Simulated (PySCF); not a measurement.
# C6H18SiSn (SnMe3(SiMe3)): the cost of one run

Programs: PySCF 2.14.0, with density-fitted response routines of our own. Each step states its level of theory. These are calculated values for one molecule in the gas phase, unless marked as measured. Atoms count from 0, in the outputs and in this text.

### 1 Starting geometry

26 atoms, charge 0, multiplicity 1; geometry from: GFN2-xTB. The atoms were then displaced at random by about 0.03 Å, so the start is not that level's minimum.

Bonds of the start (Å): Sn0–C1 2.19, Sn0–C5 2.15, Sn0–C9 2.29, Sn0–Si13 2.57, C1–H2 1.12, C1–H3 1.16, C1–H4 1.08, C5–H6 1.09, C5–H7 1.10, C5–H8 1.10, C9–H10 1.09, C9–H11 1.10, C9–H12 1.14, Si13–C14 1.95, Si13–C15 1.86, Si13–C16 1.93, C14–H17 1.05, C14–H18 1.09, C14–H19 1.02, C15–H20 1.04, C15–H21 1.01, C15–H22 1.11, C16–H23 1.08, C16–H24 1.12, C16–H25 1.09.

### 2 Geometry optimisation at PBE0-D3(BJ)/def2-SVP

Job settings and geometry (Å):

```
{"job": {"xc": "PBE0", "basis": "def2-SVP", "d3": "d3bj", "grid": 1, "maxiter": 40, "shake": 0.03, "kind": "geom"}, "charge": 0, "multiplicity": 1}
Sn     0.612880     0.878800     0.396630
C      0.601950     1.055840     2.580280
H     -0.440710     1.137540     2.974510
H      1.279540     1.949340     2.888450
H      1.088200     0.172830     2.977600
C      2.640890     1.109100    -0.285900
H      3.164340     1.933810     0.198270
H      2.756960     1.250470    -1.366920
H      3.202630     0.215770     0.036120
C     -0.387560     2.839780    -0.235220
H     -0.464080     2.893210    -1.319790
H      0.227250     3.689800     0.104630
H     -1.466390     2.976920     0.106670
Si    -0.718330    -1.149480    -0.454790
C      0.192100    -2.737980     0.208920
C     -2.475700    -1.077970     0.150140
C     -0.616510    -1.150290    -2.385480
H     -0.312670    -3.592000    -0.121510
H      0.187470    -2.741250     1.300410
H      1.167290    -2.726420    -0.096220
H     -2.575490    -1.095990     1.182590
H     -2.973570    -0.305980    -0.273220
H     -2.991780    -1.964020    -0.277180
H     -1.133200    -0.303750    -2.815950
H      0.446000    -1.227120    -2.738150
H     -1.152900    -2.025020    -2.764920
```

On the command line:

```sh
$ OMP_NUM_THREADS=1 python probes_run.py task.json out
```

The driver reads the jobs from task.json and runs them one after another.

**Question.** How long does this first job take on 1 thread of Intel Xeon at 2.50GHz, shared host, and how much memory does it need?

About 11 min, with a peak of 1.1 GiB.
